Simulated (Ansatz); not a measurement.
# AlCu: the cost of one run

Program: Ansatz 0.2.0. Level of theory: the levels named in each step. These are calculated values, not measurements.

## 1. The structure to begin with

Bond lengths: Al1–Cu2 2.393 Å.

Structure file:

```xyz
2

Al    0.0000    0.0000    0.0000
Cu    0.0000    0.0000    2.3926
```

## 2. A rough first relaxation, PBE-D4/def2-SVP

This run stands in another session on the same molecule. It ended at:

```xyz
2

Al    0.0000    0.0000    0.0320
Cu    0.0000    0.0000    2.3606
```

## 3. Relaxation, HF/STO-3G

input.yaml reads:

```yaml
crystal:
  periodic: [false, false, false]
  atoms:
    - { symbol: Al, position_ang: [0.0, 0.0, 0.03197703] }
    - { symbol: Cu, position_ang: [0.0, 0.0, 2.36060297] }
basis:
  gaussian: { orbitals: STO-3G }
hamiltonian:
  xc: hf
relax:
  f_tol: 0.002
  max_steps: 150
```

Started as:

```sh
$ ansatz run input.yaml --threads 2 --pin off --max-ram 5120MiB --backend cpu --events-out ev --progress --plain --runs-dir out
```

**Question.** How long does this run take on 2 threads of Intel Xeon at 2.50GHz (Skylake/Cascade Lake), shared host, and how much memory does it need?

About 12 s, with a peak of 0.082 GiB.
